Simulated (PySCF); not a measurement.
**ZnB: from the state search to spectroscopic constants**

Aim: find the lowest electronic state of ZnB, scan its bond at several levels of theory, and get bond length, wavenumber and dissociation energy from each curve.

The runs use PySCF 2.14.0; Zn jorge-DZP-DKH, B jorge-DZP-DKH, spin-free X2C with a Gaussian nucleus.

## Step 1: The job

A driver script around PySCF takes these settings:

```json
{
  "atoms": "Zn, B",
  "charge": "0",
  "basis": "Zn jorge-DZP-DKH, B jorge-DZP-DKH",
  "Hamiltonian": "spin-free X2C with a Gaussian nucleus",
  "basis functions": "58",
  "electrons treated": "35",
  "masses in u": "63.9291, 11.0093",
  "levels": "PBE0, PBE, r²SCAN, revPBE, PBEsol, M06-2X, HSE06, HF, MP2, SCS-MP2, CCSD, CCSD(T)",
  "grid": "80 radial by 434 angular points",
  "occupations": "held fixed by the projection of orbital angular momentum",
  "dissociation limit": "Zn + B, each in its ground configuration",
  "starting distance in angstrom": "2.005",
  "values of 2S to try": "1, 3"
}
```

Run with:

```sh
$ OMP_NUM_THREADS=1 python dia.py task.json out
```

The runs that follow: First curve: PBE0; Other states along the same grid; PBE (GGA); r²SCAN (meta-GGA); revPBE (GGA); PBEsol (GGA); M06-2X; HSE06; UHF; MP2 and coupled cluster.

**Question.** What will these runs give? Wanted: for each run, Re; ωe; De; μ.

As calculated:

Lowest PBE0 solution found, without spin–orbit coupling: ²Π (doublet), unpaired electrons π ↑. State 2 has its PBE0 minimum 0.56 eV higher. State 4 has its PBE0 minimum 1.32 eV higher. The other levels ran on the lowest alone.

| level | Re (Å) | ωe (cm⁻¹) | De (eV) | μ (D) |
| --- | --- | --- | --- | --- |
| UHF-MP2 | 2.193 | 316 | 0.332 | n/a |
| UHF-CCSD | 2.268 | 275.8 | 0.234 | n/a |
| UHF-CCSD(T) | 2.211 | 325 | 0.353 | n/a |
| PBE | 2.120 | 396 | 1.02 | -1.84 |
| PBEsol | 2.089 | 420 | 1.18 | -1.81 |
| revPBE | 2.144 | 380 | 0.88 | -1.91 |
| r²SCAN | 2.101 | 410 | 0.99 | -1.70 |
| PBE0 | 2.176 | 353 | 0.73 | -1.95 |
| HSE06 | 2.174 | 353 | 0.74 | -1.88 |
| M06-2X | 2.319 | 271.4 | 0.417 | -1.77 |

De is counted to Zn + B in their ground configurations. A positive dipole means Zn(−)B(+). No constants: UHF (no minimum is bracketed among the points kept); UHF-SCS-MP2 (fits of two degrees disagree). ⟨S²⟩ is off the pure value of 0.75 by over a tenth at r²SCAN 0.87.

In words: The methods spread over 0.230 Å in bond length, from PBEsol to M06-2X. CCSD(T) can't serve as the judge here: for a weak bond in this basis it is far from its limit. Of the levels with a De here, UHF-CCSD gives the least (0.234 eV) and PBEsol the most (1.18 eV).

Correlated steps freeze 6 core orbitals.
